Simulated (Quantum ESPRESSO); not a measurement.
SiO: zone-centre phonons under several settings

```
Si O
1.0
     2.80697    0.00000    0.00000
     0.00000    2.80697    0.00000
     0.00000    0.00000    2.80697
Si O
1 1
Cartesian
  0.0000 0.0000 0.0000
  1.4035 1.4035 1.4035
```

The cell was built by a generator and needn't be a form met in nature.

All runs used Quantum ESPRESSO 7.5; potentials GBRV 1.5 PBE; k mesh 6 × 6 × 6, shifted; no spin polarisation; cutoff 612 eV.

| level | geometry | occupations | volume (Å³/atom) | pressure (GPa) | lowest optical mode without the field (cm⁻¹) |
| --- | --- | --- | --- | --- | --- |
| PBE | relaxed at 0 GPa | smeared at first, fixed for the response | 11.09 | 0.9 | 460i |
| PBE | relaxed at 10 GPa | fermi-dirac, width 0.05 eV | 10.24 | 10.1 | 442i |
| PBE | relaxed at 25 GPa | fermi-dirac, width 0.05 eV | ? | 25.1 | ? |
| PBE | relaxed at 50 GPa | fermi-dirac, width 0.05 eV | 8.64 | 50.1 | 494i |
| PBE | relaxed at 80 GPa | fermi-dirac, width 0.05 eV | 7.96 | 80.1 | 537i |

**Question.** What stands in the row left open?

**Answer.** Volume 9.47 Å³/atom; lowest optical mode without the field 457i cm⁻¹.

Values marked i are imaginary: the cell is unstable against those modes at that level, or the meshes are too thin.

Caveats: some runs use coarse meshes; some modes are imaginary; the mesh is thin for the phonons of a metal (some runs); the cell is more than 3 GPa from zero pressure, which shifts response properties (some runs); the volume moved by over 15 % at a fixed basis, so the end points are rough (some runs).

For the row left open. Caveat: the k mesh is coarse (spacing up to 0.37 Å⁻¹), so the values aren't converged; the mesh is thin for the phonons of a metal; some modes are imaginary; the cell is more than 3 GPa from zero pressure, which shifts response properties.
